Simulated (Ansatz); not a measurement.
# AlB2As3: the cost of one run

Program: Ansatz 0.2.0. Level of theory: DFT PBE, scalar-relativistic, plane waves, PAW. These are calculated values, not measurements.

### Step 1. Starting point

Symmetry: I-4m2, No. 119, tetragonal system. Conventional cell: a = 3.644 Å, b = 3.644 Å, c = 15.461 Å, α = 90.00°, β = 90.00°, γ = 90.00°. Around Al (site symmetry -4m2) lie 4 As at 2.23 Å. B (site symmetry 2mm) is surrounded by 4 As at 2.23 Å. As (site symmetry 2mm) is surrounded by 2 Al at 2.23 Å and 2 B at 2.23 Å. As (site symmetry -4m2) is surrounded by 4 B at 2.23 Å.

Coordinates:

```xyz
6
Lattice="-1.8221 1.8221 7.7306 1.8221 -1.8221 7.7306 1.8221 1.8221 -7.7306" Properties=species:S:1:pos:R:3 pbc="T T T"
Al    0.0000    0.0000    0.0000
B     0.0000    0.0000   10.3075
B     0.0000    0.0000    5.1537
As    0.0000    1.8221    6.4422
As    1.8221    0.0000    3.8653
As    0.0000    1.8221    1.2884
```

The start is an ordering of an alloy on its end members' structure types: elements ordered on the sites of the BAs type, B/Al on B (I-4m2, No. 119).

### Step 2. A first look at the guess

input.yaml reads:

```yaml
crystal:
  lattice:
    - [-1.82212103, 1.82212103, 7.7306048]
    - [1.82212103, -1.82212103, 7.7306048]
    - [1.82212103, 1.82212103, -7.7306048]
  atoms:
    - { symbol: Al, position: [0.0, 0.0, 0.0] }
    - { symbol: B, position: [0.66666667, 0.66666667, 0.0] }
    - { symbol: B, position: [0.33333333, 0.33333333, 0.0] }
    - { symbol: As, position: [0.91666667, 0.41666667, 0.5] }
    - { symbol: As, position: [0.25, 0.75, 0.5] }
    - { symbol: As, position: [0.58333333, 0.08333333, 0.5] }
basis:
  ecutwfc: 420
kpoints:
  mp_grid: { grid: [6, 6, 6] }
hamiltonian:
  xc: pbe
scf:
  occupations: { method: gaussian, width: 0.1 }
  lower_state_search: "off"
output:
  forces: true
  stress: true
  eigenvalues: true
```

The run is started by

```bash
$ ansatz run input.yaml --threads 1 --pin off --max-ram 2560MiB --backend cpu --events-out ev --progress --plain --runs-dir out
```

What time and memory should one allow on 1 thread of AMD EPYC 9R45 (Zen 5), shared host?

About 3.5 s, with a peak of 0.41 GiB.
